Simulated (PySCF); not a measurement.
# MgPb: bond curves at several levels of theory

One job finds the state of MgPb, follows it along the bond with each method and fits the curves.

The runs use PySCF 2.14.0; Mg cc-pVDZ, Pb cc-pVDZ-PP with ECP60, scalar-relativistic core potentials.

## Step 1: Input

Settings of the job:

| Property | Result |
| --- | --- |
| atoms | Mg, Pb |
| charge | 0 |
| basis | Mg cc-pVDZ, Pb cc-pVDZ-PP with ECP60 |
| Hamiltonian | scalar-relativistic core potentials |
| basis functions | 41 |
| electrons treated | 34 |
| masses in u | 23.9850, 207.9766 |
| levels | PBE0, PBE, r²SCAN, MN15, B2PLYP, TPSS, HSE06, HF, MP2, SCS-MP2, CCSD, CCSD(T) |
| grid | 80 radial by 434 angular points |
| occupations | held fixed by the projection of orbital angular momentum |
| dissociation limit | Mg + Pb, each in its ground configuration |
| starting distance in angstrom | 2.750 |
| values of 2S to try | 0, 2 |

On the command line:

```bash
$ OMP_NUM_THREADS=1 python dia.py task.json out
```

The runs that follow: The PBE0 curve of the state that the search chose; Higher solutions at PBE0; PBE (GGA); r²SCAN (meta-GGA); MN15 (hybrid meta-GGA); B2PLYP; TPSS (meta-GGA); HSE06 (range-separated hybrid); ROHF; MP2 and coupled cluster.

What does the calculation give? Wanted: for each run, Re; ωe; De; μ.

As calculated:

Lowest PBE0 solution found, without spin–orbit coupling: ³Σ⁻ (triplet), unpaired electrons π ↑↑. State 2 has its PBE0 minimum 0.28 eV higher, as a spin-mixed determinant (⟨S²⟩ = 1.00), so this is no gap between pure states. State 3 has its PBE0 minimum 0.48 eV higher. State 4 has its PBE0 minimum 0.62 eV higher, as a spin-mixed determinant (⟨S²⟩ = 1.01), so this is no gap between pure states. The other levels ran on the lowest alone.

| level | Re (Å) | ωe (cm⁻¹) | De (eV) | μ (D) |
| --- | --- | --- | --- | --- |
| ROHF | 3.133 | 103.5 | 0.160 | -2.53 |
| ROHF-MP2 | 2.835 | 196.9 | 0.62 | n/a |
| ROHF-SCS-MP2 | 2.881 | 177.1 | 0.487 | n/a |
| ROHF-CCSD | 2.882 | 184.5 | 0.53 | n/a |
| ROHF-CCSD(T) | 2.858 | 195.9 | 0.62 | n/a |
| PBE | 2.825 | 206.2 | 0.94 | -2.30 |
| TPSS | 2.818 | 208.2 | 0.91 | -2.34 |
| r²SCAN | 2.799 | 215.2 | 0.99 | -2.68 |
| PBE0 | 2.823 | 204.1 | 0.84 | -2.60 |
| HSE06 | 2.826 | 204.2 | 0.87 | -2.61 |
| MN15 | 2.822 | 202.5 | 0.92 | -2.72 |
| B2PLYP | 2.854 | 189.9 | 0.64 | -2.72 |

De is counted to Mg + Pb in their ground configurations. A positive dipole means Mg(−)Pb(+).

The methods spread over 0.334 Å in bond length, from r²SCAN to ROHF. CCSD(T) can't serve as the judge here: for a weak bond in this basis it is far from its limit. Among the levels with a De in the table, it runs from 0.160 eV (ROHF) to 0.99 eV (r²SCAN).

Correlated steps freeze 5 core orbitals. These are scalar-relativistic numbers at best; spin–orbit coupling would shift them, the dissociation energy most. B2PLYP dipoles, levels and charges come from its SCF part alone. With spin–orbit coupling the term label itself may not hold.
